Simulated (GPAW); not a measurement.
Crystal: IrPt3.

```
Pt Ir
1.0
     3.95125    0.00000    0.00000
     0.00000    3.95125    0.00000
     0.00000    0.00000    3.95125
Pt Ir
3 1
Direct
  0.50000 0.50000 0.00000
  0.50000 0.00000 0.50000
  0.00000 0.50000 0.50000
  0.00000 0.00000 0.00000
```

The cell comes from a database or a generator and needn't be the stable form of this composition.

Base run:

| Item | Value |
| --- | --- |
| Program | GPAW 26.7.0 |
| Functional | PBEsol |
| Potentials or basis | PAW data sets generated in the run's folder for this functional |
| Cutoff | 600 eV |
| Basis | pw |
| k mesh | 7 × 7 × 7 |
| Occupations | fermi-dirac, width 0.05 eV |
| Spin | no spin polarisation |

Its results: pressure -11.9 GPa.

Task: The run is repeated on the same cell with these changes: functional from PBEsol to LDA; potentials or basis from PAW data sets generated in the run's folder for this functional to the program's PAW data sets (release 1.2.1) made for this functional. What comes out?

Result: Pressure -17.6 GPa.
